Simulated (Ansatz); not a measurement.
C2H7GeO, SMILES [CH2][O][GeH2][CH3], an atomisation energy

Computed with Ansatz's Python interface.

The cells in order, each with its output:

**Cell 1**
```python
from collections import Counter

import ansatz as az


def energy(molecule, charge=0, unpaired=0):
    calc = molecule.calculation().basis(gaussian="cc-pVDZ").functional("pbe")
    if charge:
        calc = calc.charge(charge)
    if unpaired:
        calc = calc.spin("collinear", total=unpaired)
    return calc.run(threads=1, pin="off").report["free_energy_ev"]

geometry_ang = [
    ("C", [1.9379, 0.641, 0.5888]),
    ("O", [1.4462, 0.4645, -0.7129]),
    ("Ge", [0.0445, -0.6608, -0.6123]),
    ("C", [-1.5444, 0.315, -0.0584]),
    ("H", [1.1924, 1.1295, 1.2543]),
    ("H", [2.3405, -0.3051, 1.0135]),
    ("H", [0.3318, -1.8027, 0.3972]),
    ("H", [-0.209, -1.2813, -2.0096]),
    ("H", [-1.7398, 1.139, -0.7749]),
    ("H", [-1.387, 0.7357, 0.9558]),
    ("H", [-2.4132, -0.3745, -0.0413]),
]
molecule = az.Crystal.molecule()
for symbol, xyz in geometry_ang:
    molecule = molecule.atom(symbol, xyz)
```

**Cell 2**
```python
# unpaired electrons of the ground-state atoms
unpaired = {"C": 2, "O": 2, "Ge": 2, "H": 1}
counts = Counter(site.symbol for site in molecule.cartesian_sites)
atom_energy = {s: energy(az.Crystal.molecule().atom(s, (0, 0, 0)), 0, unpaired[s]) for s in counts}
whole = energy(molecule, 0, 1)
for s, e in atom_energy.items():
    print(f"{s:2s} x{counts[s]}  {e:14.5f} eV")
print(f"C2H7GeO: {whole:.5f} eV")
split = sum(counts[s] * e for s, e in atom_energy.items()) - whole
print(f"atomisation energy (no zero-point term): {96.485332 * split:.1f} kJ/mol, {split / sum(counts.values()):.3f} eV an atom")
```
Output:
```text
C  x2     -1028.27851 eV
O  x1     -2040.34830 eV
Ge x1    -56506.43999 eV
H  x7       -13.56836 eV
C2H7GeO: -60736.76959 eV
atomisation energy (no zero-point term): 3709.4 kJ/mol, 3.495 eV an atom
```

3709.4 kJ/mol from the electronic energies, without the zero-point term.

Total energies depend on the basis set; only differences at equal settings carry meaning. The geometry is a force-field or estimated start, not a minimum of this method, and the basis set is short of its limit. All parts are taken at fixed geometry, without zero-point energy. The species is open-shell (spin multiplicity 2). This functional overbinds, so such energies come out a few per cent too high (LDA far more). Timing: 5.4 s on 1 thread of Arm Neoverse V2, on a shared host, peak memory 0.23 GiB.

(Lines on the test bed's own set-up are left out of the output.)
